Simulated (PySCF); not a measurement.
# RuF₃: relaxation and vibrations of the quartet

The task is one start of a wider search on RuF₃: the quartet, from a trigonal planar start. It is relaxed, tested by its Hessian and followed downhill if it is a saddle.

Computed with PySCF 2.14.0. Level: PBE0, basis Ru def2-TZVP with ECP28, F def2-TZVP, scalar-relativistic core potentials, no spin–orbit coupling, density fitting.

## 1. The starting structure

4 atoms, charge 0, spin multiplicity 4.

Bond lengths: Ru1–F2 1.890 Å, Ru1–F3 1.890 Å, Ru1–F4 1.890 Å. Angles: F2–Ru1–F3 120.0°, F2–Ru1–F4 120.0°, F3–Ru1–F4 120.0°.

```xyz
4
charge 0 multiplicity 4
Ru    0.0000    0.0000    0.0000
F     1.8900    0.0000    0.0000
F    -0.9450    1.6368    0.0000
F    -0.9450   -1.6368    0.0000
```

## 2. First SCF at the start

The steps below are one call of a driver around PySCF. For each, scf.py gives the equivalent set-up of the SCF; relaxations use the driver's own optimiser. After this first run the driver tries any further starts and a stability analysis.

File scf.py:

```python
from pyscf import gto, scf, dft
mol = gto.M(atom='''
Ru     0.000000     0.000000     0.000000
F      1.890000     0.000000     0.000000
F     -0.945000     1.636800     0.000000
F     -0.945000    -1.636800     0.000000''',
    basis={'Ru': 'def2-TZVP', 'F': 'def2-TZVP'},
    ecp={'Ru': 'def2-TZVP'},
    charge=0, spin=3)
mf = dft.UKS(mol, xc='PBE0')
mf.grids.atom_grid = (50, 194)
aux = {'Ru': 'def2-universal-JKFIT', 'F': 'def2-universal-JKFIT'}
mf = mf.density_fit(auxbasis=aux)
mf.conv_tol = 1e-08
mf.diis_space = 10
mf.max_cycle = 60
mf.init_guess = 'minao'
mf.verbose = 4
mf.kernel()
```

On the command line:

```console
OMP_NUM_THREADS=4 python axn.py task.json out
```

The runs that follow: Relaxation: trigonal planar start, quartet; Relaxing without the symmetry constraint; Frequencies.

**Question.** What will these runs give? Wanted: minimum; geometry; wavenumbers; dipole moment; highest occupied, lowest empty level; polar-tensor charge of Ru1; zero-point energy; atomisation energy; ⟨S²⟩.

The runs gave:

| quantity | value |
| --- | --- |
| minimum | quartet, C2v |
| geometry | Ru–F 1.823 Å, Ru–F 1.840 Å (×2); F–Ru–F 100.6° (×2), F–Ru–F 158.9° |
| wavenumbers (cm⁻¹) | 131 (b2), 180 (a1), 205 (b1), 641 (a1), 677 (a1), 699 (b2) |
| dipole moment | 2.08 D |
| highest occupied, lowest empty level (either spin) | -8.23, -4.51 eV |
| polar-tensor charge of Ru1 | +2.00 e |
| zero-point energy | 15.2 kJ/mol |
| entropy at 298.15 K | 320.5 J/(mol K) |
| atomisation energy (no zero-point energy) | 1195 kJ/mol |
| ⟨S²⟩ | 3.760 |

In words: From D3h at the start the molecule goes to a C2v minimum. The strongest infrared band lies at 699 cm⁻¹ (b2, stretch). Most of the spin sits on Ru1 (Mulliken spin 2.60, against 3 for the whole molecule). The first SCF alone would have been 15 kJ/mol too high. Only this shape and spin were tried, so other structures or states may lie lower. One determinant may miss the lowest occupation of an open d or f shell.
